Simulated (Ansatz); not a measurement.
# SnH5O+ (SMILES [OH2+][SnH3]): one structure at several levels

The task here is to estimate one member of a computed series from the others.

Computed with Ansatz 0.2.0, Gaussian basis. Level: single points in def2-TZVPP.

Cores are frozen in the correlated methods. Filled d shells of the heavier atoms are correlated. Core potentials replace the inner electrons past krypton, and spin-orbit coupling is left out.

## The system as given

7 atoms, charge 1, spin multiplicity 1.

Atoms are counted from 1 here; the program's logs count them from 0.

Bond lengths: O1–Sn2 2.407 Å, O1–H3 1.012 Å, O1–H4 1.018 Å, Sn2–H5 1.566 Å, Sn2–H6 1.682 Å, Sn2–H7 1.859 Å. Angles: Sn2–O1–H3 104.4°, Sn2–O1–H4 119.2°, H3–O1–H4 134.6°, O1–Sn2–H5 103.7°, O1–Sn2–H6 92.6°, O1–Sn2–H7 84.6°, H5–Sn2–H6 134.7°, H5–Sn2–H7 117.6°, H6–Sn2–H7 105.7°.

Geometry (Å):

| atom | x (Å) | y (Å) | z (Å) |
| --- | --- | --- | --- |
| O1 | -0.10500 | -1.29160 | 0.11220 |
| Sn2 | -0.02650 | 1.08300 | -0.27400 |
| H3 | -1.02730 | -1.56740 | -0.19930 |
| H4 | 0.61320 | -1.72480 | 0.68960 |
| H5 | -0.65420 | 1.24710 | -1.69890 |
| H6 | -0.53530 | 1.43150 | 1.29060 |
| H7 | 1.81640 | 0.86330 | -0.16570 |

The first run:

The input, run/in.yaml:

```yaml
crystal:
  periodic: [false, false, false]
  atoms:
    - {symbol: O, position_ang: [-0.105000, -1.291600, 0.112200]}
    - {symbol: Sn, position_ang: [-0.026500, 1.083000, -0.274000]}
    - {symbol: H, position_ang: [-1.027300, -1.567400, -0.199300]}
    - {symbol: H, position_ang: [0.613200, -1.724800, 0.689600]}
    - {symbol: H, position_ang: [-0.654200, 1.247100, -1.698900]}
    - {symbol: H, position_ang: [-0.535300, 1.431500, 1.290600]}
    - {symbol: H, position_ang: [1.816400, 0.863300, -0.165700]}
basis:
  gaussian: {orbitals: def2-TZVPP}
total_charge: 1
correlation: {method: ccsd_t}
output: {forces: true}
```

No record of the launch command was kept for these runs.

Steps of the session up to this table: CCSD(T)/def2-TZVPP; PBE0-D4/def2-TZVPP; wB97M-V/def2-TZVPP; r2SCAN-D4/def2-TZVPP; PBE-D4/def2-TZVPP; SPW92/def2-TZVPP; revPBE-D4/def2-TZVPP.

One table of the session follows, with a row left open; its other results are not shown here.

| method | RMS force component (eV/Å) | angle to CCSD(T) forces (°) |
| --- | --- | --- |
| CCSD(T) | 1.605 | reference |
| PBE0-D4 | 1.582 | 3.2 |
| wB97M-V | 1.585 | 1.8 |
| r2SCAN-D4 | 1.561 | 2.2 |
| PBE-D4 | ? | ? |
| SPW92 | 1.462 | 6.7 |
| revPBE-D4 | 1.470 | 6.8 |

Estimate the missing values for PBE-D4.

The run gave: RMS force component (eV/Å): 1.473; angle to CCSD(T) forces (°): 6.2. In the column «RMS force component (eV/Å)» it lies between revPBE-D4 (1.470) and r2SCAN-D4 (1.561).
